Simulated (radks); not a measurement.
# B⁺ in [He] 2s1 2p1: an all-electron calculation

One table from this session's results is given with a row withheld; the runs are named, their logs left out.

The numbers are computed with radks (a radial shooting solver on a logarithmic mesh, Libxc functionals) version 1 (non-relativistic Kohn-Sham, r2SCAN, spin-polarised, spherical densities, point nucleus; open shells are filled with parallel spins first), except any that are marked as measured or tabulated.

## The system

* element: boron (Z = 5)
* charge: +1
* electrons: 4
* configuration: [He] 2s1 2p1

The outer shells:

B⁺
```
[He] core
2s [↑ ]
2p [↑ ][  ][  ]
```

The first run:

The run's settings:

```text
Z 5
configuration [He] 2s1 2p1
relativity non-relativistic
functional r2scan,r2scan
spin polarised
nucleus point
```

Run with:

```sh
python run_ks.py task.json out
```

All runs below come from this command, one after another.

One table of the session follows, with a row left open; its other results are not shown here.

It belongs to the step «Radial structure». Sizes of the orbitals, from the radial functions (bohr):

```
  level     <r>  outermost maximum (interpolated)  90 % within
  1s up  0.3281                             0.210        0.589
1s down  0.3276                             0.211        0.588
  2s up   1.750                              1.43         2.72
  2p up       ?                                 ?            ?
```

Estimate the missing values for 2p up.

The run gave: <r>: 1.806; outermost maximum (interpolated): 1.40; 90 % within: 2.95. In the column «<r>» it is the highest.
